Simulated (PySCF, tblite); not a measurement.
# C6H8N radical: geometry, infrared bands and EPR parameters

What infrared bands and EPR parameters should C6H8N radical (`[CH2]/C=C(/C#N)CC`) show?

The runs use tblite 0.8.0 and PySCF 2.14.0, with density-fitted response routines of our own; the level of theory stands in each step. All values are computed, except where a source is named. Atoms count from 0, in the outputs and in this text.

### Step 1. The molecule as given

15 atoms, charge 0, multiplicity 2; geometry from: force field or distance geometry start.

Bonds of the start (Å): C0–C1 1.44, C1–C2 1.35, C2–C3 1.44, C3–N4 1.15, C2–C5 1.51, C5–C6 1.53, C0–H7 1.09, C0–H8 1.08, C1–H9 1.10, C5–H10 1.09, C5–H11 1.09, C6–H12 1.09, C6–H13 1.10, C6–H14 1.10.

### Step 2. Relaxing the molecule with GFN2-xTB

What the job is given:

```
{"job": {"kind": "relax", "xc": "GFN2-xTB", "basis": "xTB"}, "charge": 0, "multiplicity": 2}
C     -1.863400    -0.978600     0.842600
C     -1.342700     0.361700     0.748700
C     -0.294100     0.760700    -0.000700
C      0.081400     2.150200     0.056800
N      0.395200     3.256300     0.127900
C      0.463800    -0.117400    -0.962600
C      1.750000    -0.651200    -0.339500
H     -2.715300    -1.153800     1.497500
H     -1.437400    -1.815100     0.308100
H     -1.846100     1.079600     1.406900
H     -0.145000    -0.957500    -1.312300
H      0.715800     0.451200    -1.861700
H      2.414600     0.159700    -0.026500
H      2.288000    -1.283500    -1.058100
H      1.530700    -1.254300     0.550900
```

Command:

```
$ OMP_NUM_THREADS=1 python probes_run.py task.json out
```

One launch serves the whole session: the jobs run in the order shown.

**Question.** This job is followed by: GFN2-xTB harmonic vibrations, gas phase; UKS B3LYP, pcH-1 on C H N, non-relativistic, mean-field spin-orbit, GIAO. What will the session give for the following? strongest single infrared mode (GFN2-xTB); zero-point energy (GFN2-xTB); g(iso) (B3LYP); ⟨S²⟩; largest a(iso) (averaged by class); potential on the surface of density 0.002 e/bohr³, 1st and 99th percentile.

The runs gave:

```
                                                                  quantity                  value
                                 strongest single infrared mode (GFN2-xTB)  2279 cm⁻¹, 165 km/mol
                                              zero-point energy (GFN2-xTB)          75.7 kcal/mol
                                                            g(iso) (B3LYP)                2.00284
                                                                      ⟨S²⟩     0.779 (exact 0.75)
                                        largest a(iso) (averaged by class)    13C on C2, 56.6 MHz
potential on the surface of density 0.002 e/bohr³, 1st and 99th percentile     -1.81 V and 1.25 V
```

**Reading.** The optimisation took 87 steps and gained 0.261 eV; among the close pairs (by a distance rule), C0–C1 changed most, from 1.441 to 1.354 Å. No mode is imaginary among the 39: a minimum at this level. The strongest single mode, at 2279 cm⁻¹, moves mainly C3 and N4. GFN2-xTB is a fitted tight-binding method: band positions and strengths are rough. Its intensities can rank the bands wrongly. The largest spin populations lie on C2 (0.61 e), C0 (0.54 e). The isotropic g lies 0.5 ppt above the free-electron value. These values are for one conformer; the search (at its own cheap level) found 1 more, at 0.37 kcal/mol, and measured spectra average over such forms.
